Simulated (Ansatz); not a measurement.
# H₄OSSn (SMILES O[S][SnH3]): one structure at several levels

Aim: energy, forces and dipole at a structure displaced at random from a GFN2-xTB minimum, from CCSD(T) and from density functionals.

Method: single points in def2-TZVPP; program: Ansatz 0.2.0, Gaussian basis.

Correlated methods freeze the cores. Filled d shells of the heavier atoms are correlated. Core potentials replace the inner electrons past krypton, and spin-orbit coupling is left out.

**1. The system as given**

SMILES `O[S][SnH3]`, 7 atoms, charge 0, spin multiplicity 1.

Atoms are counted from 1 here; the program's logs count them from 0.

Bond lengths: O1–S2 1.722 Å, O1–H4 0.780 Å, S2–Sn3 2.449 Å, Sn3–H5 1.508 Å, Sn3–H6 1.816 Å, Sn3–H7 1.717 Å. Angles: S2–O1–H4 103.8°, O1–S2–Sn3 101.6°, S2–Sn3–H5 112.7°, S2–Sn3–H6 106.7°, S2–Sn3–H7 110.7°, H5–Sn3–H6 109.3°, H5–Sn3–H7 103.2°, H6–Sn3–H7 114.3°.

As a file:

```xyz
7
charge 0, multiplicity 1
O    -1.3225   -1.4810    0.9521
S    -1.5370   -0.4395   -0.4024
Sn    0.5613    0.8236   -0.3886
H    -1.1050   -2.1588    0.6333
H     0.5097    2.0461   -1.2696
H     0.8510    1.3328    1.3304
H     1.8330   -0.1028   -1.0755
```

**2. CCSD(T)/def2-TZVPP**

File run/in.yaml:

```yaml
crystal:
  periodic: [false, false, false]
  atoms:
    - {symbol: O, position_ang: [-1.322500, -1.481000, 0.952100]}
    - {symbol: S, position_ang: [-1.537000, -0.439500, -0.402400]}
    - {symbol: Sn, position_ang: [0.561300, 0.823600, -0.388600]}
    - {symbol: H, position_ang: [-1.105000, -2.158800, 0.633300]}
    - {symbol: H, position_ang: [0.509700, 2.046100, -1.269600]}
    - {symbol: H, position_ang: [0.851000, 1.332800, 1.330400]}
    - {symbol: H, position_ang: [1.833000, -0.102800, -1.075500]}
basis:
  gaussian: {orbitals: def2-TZVPP}
correlation: {method: ccsd_t}
output: {forces: true}
```

The command line of these runs was not kept.

**3. PBE0-D4/def2-TZVPP**

run/in.yaml: that of step 2 with these lines changed.

```diff
@@ -12,3 +12,3 @@
   gaussian: {orbitals: def2-TZVPP}
-correlation: {method: ccsd_t}
-output: {forces: true}
+hamiltonian: {xc: pbe0, dispersion: d4}
+output: {forces: true, orbitals: {seedname: orbitals}}
```

**4. wB97M-V/def2-TZVPP**

run/in.yaml: that of step 3 with these lines changed.

```diff
@@ -12,3 +12,3 @@
   gaussian: {orbitals: def2-TZVPP}
-hamiltonian: {xc: pbe0, dispersion: d4}
-output: {forces: true, orbitals: {seedname: orbitals}}
+hamiltonian: {xc: {name: wB97M-V}}
+output: {forces: true}
```

**5. r2SCAN-D4/def2-TZVPP**

run/in.yaml: that of step 4 with these lines changed.

```diff
@@ -12,3 +12,3 @@
   gaussian: {orbitals: def2-TZVPP}
-hamiltonian: {xc: {name: wB97M-V}}
+hamiltonian: {xc: r2scan, dispersion: d4}
 output: {forces: true}
```

**6. PBE-D4/def2-TZVPP**

run/in.yaml: that of step 5 with these lines changed.

```diff
@@ -12,3 +12,3 @@
   gaussian: {orbitals: def2-TZVPP}
-hamiltonian: {xc: r2scan, dispersion: d4}
+hamiltonian: {xc: pbe, dispersion: d4}
 output: {forces: true}
```

**7. LC-wPBE/def2-TZVPP**

run/in.yaml: that of step 6 with these lines changed.

```diff
@@ -12,3 +12,3 @@
   gaussian: {orbitals: def2-TZVPP}
-hamiltonian: {xc: pbe, dispersion: d4}
+hamiltonian: {xc: {name: LC-wPBE}}
 output: {forces: true}
```

**8. CAM-B3LYP-D4/def2-TZVPP**

run/in.yaml: that of step 7 with these lines changed.

```diff
@@ -12,3 +12,3 @@
   gaussian: {orbitals: def2-TZVPP}
-hamiltonian: {xc: {name: LC-wPBE}}
+hamiltonian: {xc: {name: CAM-B3LYP}, dispersion: d4}
 output: {forces: true}
```

(Steps that only read results are left out.)

Q: Predict the outcome of this session. Wanted: energy less free atoms, CCSD(T)/def2-TZVPP; RMS force component; RMS force error; HOMO and LUMO, PBE0-D4; T1 diagnostic.

**Answer**, as computed:

| quantity | value |
| --- | --- |
| energy less free atoms, CCSD(T)/def2-TZVPP | -16.150 eV |
| RMS force component | 5.881 to 6.027 eV/Å over the methods |
| RMS force error | PBE0-D4 0.150, wB97M-V 0.104, r2SCAN-D4 0.069, PBE-D4 0.197, LC-wPBE 0.235, CAM-B3LYP-D4 0.129 eV/Å |
| HOMO and LUMO, PBE0-D4 | -7.14 and -1.23 eV |
| T1 diagnostic | 0.014 |

In words: Against CCSD(T) the functionals' energies less atoms differ by -0.679 to -0.121 eV, PBE-D4 by -0.679 eV. A larger basis would deepen the CCSD(T) value, while the functionals are nearly converged already, so the order here is not reliable. The forces of r2SCAN-D4 come nearest to CCSD(T), those of LC-wPBE are farthest. Frozen-core CCSD(T) forces in triple zeta carry basis errors of their own, and this is one geometry, so small gaps rank nothing.
